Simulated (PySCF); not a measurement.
# C3H9GeP: the cost of one run

Programs: PySCF 2.14.0, with density-fitted response routines of our own. Each step states its level of theory. These are calculated values for one molecule in the gas phase, unless marked as measured. Atoms count from 0, in the outputs and in this text.

### 1 The molecule as given

14 atoms, charge 0, multiplicity 1; geometry from: GFN2-xTB. The atoms were then displaced at random by about 0.01 Å, so the start is not that level's minimum.

Bonds of the start (Å): C0–C1 1.29, C1–C2 1.48, C2–Ge3 2.05, Ge3–P4 2.29, C0–H5 1.12, C0–H6 1.07, C1–H7 1.09, C2–H8 1.09, C2–H9 1.11, Ge3–H10 1.51, Ge3–H11 1.51, P4–H12 1.40, P4–H13 1.38.

### 2 Relaxing the molecule at PBE0-D3(BJ)/def2-SVP

The job: settings as JSON, then the geometry in Å.

```
{"job": {"xc": "PBE0", "basis": "def2-SVP", "d3": "d3bj", "grid": 1, "shake": 0.01, "kind": "geom"}, "charge": 0, "multiplicity": 1}
C     -2.135460    -0.589260    -0.521980
C     -1.150290    -0.784730     0.293980
C     -0.667990     0.193100     1.290350
Ge     1.136250     0.970100     0.717470
P      2.586540    -0.728600     0.218020
H     -2.722360     0.360400    -0.499150
H     -2.461140    -1.296680    -1.251110
H     -0.579060    -1.708580     0.242810
H     -1.367610     1.007150     1.462780
H     -0.490160    -0.303510     2.267940
H      1.636600     1.831440     1.850020
H      0.872190     1.937750    -0.416250
H      1.890110    -1.034740    -0.952320
H      3.445210     0.131070    -0.430280
```

Command:

```sh
> OMP_NUM_THREADS=1 python probes_run.py task.json out
```

This one command runs all jobs of the session in turn.

Q: Estimate the wall time and peak memory of this first job on 1 thread of Intel Xeon Platinum 8259CL at 2.50GHz, shared host.

About 2.2 min, with a peak of 0.54 GiB.
